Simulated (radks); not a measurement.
# B in [He] 2s2 2p1: an all-electron calculation

An exercise on one series of results from a longer session: the logs are not shown, and one member is left open.

Program: radks (a radial shooting solver on a logarithmic mesh, Libxc functionals) version 1. Level of theory: Dirac Kohn-Sham, LDA (Slater exchange, Perdew-Wang correlation), spin-unpolarised, spherical densities, point nucleus; open shells fill j = l - 1/2 first. These are calculated values, not measurements, unless marked.

### The atom as given

- element: boron (Z = 5)
- charge: 0
- electrons: 5
- configuration: [He] 2s2 2p1

Set-up of the first run:

Input:

```text
Z 5
configuration [He] 2s2 2p1
relativity Dirac
functional lda,pw
spin unpolarised
j_filling energy
nucleus point
c 137.035999084
```

One table of the session follows, with a row left open; its other results are not shown here.

It belongs to the step «Radial structure». Radial moments (bohr):

| level | <r> | outermost maximum (interpolated) | 90 % within |
| --- | --- | --- | --- |
| 1s1/2 | 0.3322 | 0.212 | 0.598 |
| 2s1/2 | 1.965 | 1.52 | 3.15 |
| 2p1/2 | 2.289 | 1.56 | 3.95 |
| 2p3/2 | ? | ? | ? |

Q: Estimate the row for 2p3/2 from the others.

**Answer.** <r>: 2.290; outermost maximum (interpolated): 1.56; 90 % within: 3.95. In the column «<r>» it is the highest.

Limits of these values: Spin polarisation and multiplet splitting are left out.
